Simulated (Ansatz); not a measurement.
# BiTe: a normal mode against strain

Aim: map the energy of BiTe (Fm-3m, No. 225; 2 atoms in the cell) over two coordinates, and find its wells, ridges and stiffness.

Program: Ansatz 0.2.0. Level of theory: DFT PBE, scalar-relativistic, plane waves, PAW. These are calculated values, not measurements.

## 1. The structure to begin with

The structure is cubic, space group Fm-3m (No. 225). Conventional cell: a = 6.502 Å, b = 6.502 Å, c = 6.502 Å, α = 90.00°, β = 90.00°, γ = 90.00°. Bi (site symmetry m-3m) is surrounded by 6 Te at 3.25 Å. Around Te (site symmetry m-3m) lie 6 Bi at 3.25 Å.

Coordinates:

```
CELL_PARAMETERS angstrom
0.00000 3.25119 3.25119
3.25119 0.00000 3.25119
3.25119 3.25119 0.00000
ATOMIC_POSITIONS crystal
Bi 0.00000 0.00000 0.00000
Te 0.50000 0.50000 0.50000
```

It is the result of an earlier relaxation at this level (volume 34.37 Å³/atom; gap on the mesh: none (metal)).

## 2. The grid

The energy is mapped over a normal mode and a strain (zone-centre modes of the cell shown) (x along [1 0 0], y along [0 1 0], z along [0 0 1] of the conventional cell).

The axes are (1) amplitude of mode 6 (87 cm⁻¹), largest displacement in the unstrained cell: 7 values from −0.325 Å; (2) normal strain along z: 7 values from −7.00 %.

Nothing else is relaxed (the pattern is fixed in fractional coordinates). Energies count from the relaxed high-symmetry cell. Points are written as (first, second).

The modes come from a phonon run on the reference cell, made beforehand.

Displacement patterns for an amplitude of 1 (Å):

| atom | x1 | y1 | z1 |
| --- | --- | --- | --- |
| Bi1 | 0.000 | 0.000 | -0.611 |
| Te2 | 0.000 | 0.000 | 1.000 |

## 3. The run at (−0.325 Å, 7.00 %)

Input file input.yaml:

```yaml
crystal:
  lattice:
    - [0.0, 3.2511939987, 3.4787775786]
    - [3.2511939987, 0.0, 3.4787775786]
    - [3.2511939987, 3.2511939987, 0.0]
  atoms:
    - { symbol: Bi, position: [0.030517967, 0.030517967, -0.030517967] }
    - { symbol: Te, position: [0.4500183625, 0.4500183625, 0.5499816375] }
basis:
  ecutwfc: 420
kpoints:
  mp_grid: { grid: [12, 12, 12] }
hamiltonian:
  xc: pbe
scf:
  occupations: { method: gaussian, width: 0.15 }
output:
  forces: true
  stress: true
  eigenvalues: true
```

Launch:

```bash
ansatz run input.yaml --threads 1 --pin off --max-ram 2048MiB --backend cpu --events-out ev --progress --plain --runs-dir out
```

The session goes on with these runs: the other points that were computed.

**Question.** What will these runs give? Wanted: lowest point; highest computed point; largest force on an atom; pressure.

The runs gave:

```
                       quantity                                                                                value
                   lowest point                                                          (0.000 Å, 0.00 %), 0.000 eV
         highest computed point                                       (−0.325 Å, −7.00 %), 0.953 eV above the lowest
largest force on an atom (eV/Å)  0.00 at (0.000 Å, −7.00 %) to 4.49 at (−0.325 Å, −7.00 %); 0.00 at the lowest point
                 pressure (GPa)    −2.3 at (0.000 Å, 7.00 %) to 12.4 at (−0.325 Å, −7.00 %); 0.0 at the lowest point
            time for all points                                                     8.2 min on 1 thread, shared host
```

What this shows: The lowest computed point is at (0.000 Å, 0.00 %), which is the relaxed high-symmetry cell itself. No other kind of well shows on this grid. The highest computed point, (−0.325 Å, −7.00 %), lies 0.953 eV above the lowest. Round the minimum the two coordinates are nearly uncoupled. The runs treat Bi, Te without spin-orbit coupling.
